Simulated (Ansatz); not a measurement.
# GeH− (singlet): wave-function methods side by side at distance Ge1–H2 = 1.812 Å, aug-cc-pVDZ

One table from this session's results is given with a row withheld; the runs are named, their logs left out.

The runs use Ansatz 0.2.0, Gaussian basis; aug-cc-pVDZ, core rule «outside noble gas», up to 14 orbitals frozen.

Plan: UHF; CCSD(T) on RHF; CCSD(T) on UHF; BCCD(T) on RHF; CISD; CCSDT(Q) on RHF; CCSDT(Q) on UHF; CASSCF and MRCISD+Q, 2 electrons in 2 orbitals; CASSCF and NEVPT2, 2 electrons in 2 orbitals; CASSCF and MRCISD+Q, 6 electrons in 5 orbitals; CASSCF and NEVPT2, 6 electrons in 5 orbitals; Full CI.

21 further runs of the same task are left out: 4 for a known fault of the program, 14 that didn't finish, 3 set aside as unsound or not needed.

**The system**

The geometry derives from a PBE0/def2-TZVPD stationary point (not a proven minimum). One bond is set to the value named and the two fragments are kept rigid. No spin-orbit coupling is included. The filled d shell of Ge may be among the frozen orbitals whatever the setting's name suggests; the logs give the count.

2 atoms, charge -1, spin multiplicity 1.

Atoms are counted from 1 here; the program's logs count them from 0.

Bond lengths: Ge1–H2 1.812 Å.

Set-up of the first run:

in.yaml reads:

```yaml
crystal:
  periodic: [false, false, false]
  atoms:
    - {symbol: Ge, position_ang: [0.000000, 0.000000, 0.000000]}
    - {symbol: H, position_ang: [0.000000, 0.000000, 1.812000]}
basis:
  gaussian: {orbitals: aug-cc-pVDZ}
total_charge: -1
magnetization: {spin_polarized: true, initial_magnetization: 0}
hamiltonian: {xc: hf}
output: {orbitals: {seedname: orbitals}}
```

Launch:

```
$ ansatz run in.yaml --threads 1 --pin off --events-out ev --progress --plain --max-ram 2393MiB
```

Steps of the session up to this table: UHF; CCSD(T) on RHF; CCSD(T) on UHF; BCCD(T) on RHF; CISD; CCSDT(Q) on RHF; CCSDT(Q) on UHF; CASSCF and MRCISD+Q, 2 electrons in 2 orbitals; CASSCF and NEVPT2, 2 electrons in 2 orbitals; CASSCF and MRCISD+Q, 6 electrons in 5 orbitals; CASSCF and NEVPT2, 6 electrons in 5 orbitals; Full CI.

One of the session's tables, all rows but one given; the rest of the session is left out.

```
          method  from FCI (kJ/mol)
             RHF             +333.6
            RMP2              +97.9
            CISD                  ?
           RCCSD              +28.3
        RCCSD(T)              +15.3
         BCCD(T)              +15.4
          RCCSDT               +2.9
       RCCSDT(Q)               -0.7
  CASSCF valence             +247.5
  NEVPT2 valence              +74.0
  MRCISD valence              +17.6
MRCISD+Q valence               -1.2
             FCI                  0
```

**Question.** Estimate the row for CISD.

**Answer.** from FCI (kJ/mol): +47.2. In the column «from FCI (kJ/mol)» it lies between RCCSD (+28.3) and NEVPT2 valence (+74.0).

Left out of the table: CASSCF pair, NEVPT2 pair, MRCISD pair, MRCISD+Q pair (the active space lost an orbital or holds another state than full CI finds).

Limits of these values: The report flags that the cluster equations may have other roots. Left out of the table: UHF, UMP2, UCCSD, UCCSD(T), UCCSDT, UCCSDT(Q) (another determinant or state than the rows shown). The program flags RCCSDT(Q) as in doubt, so those rows may rest on another solution; read them beside their warnings. RCCSDT(Q), MRCISD+Q valence fall below full CI, which methods that aren't variational can do. Warnings in the runs' records: passed over end.
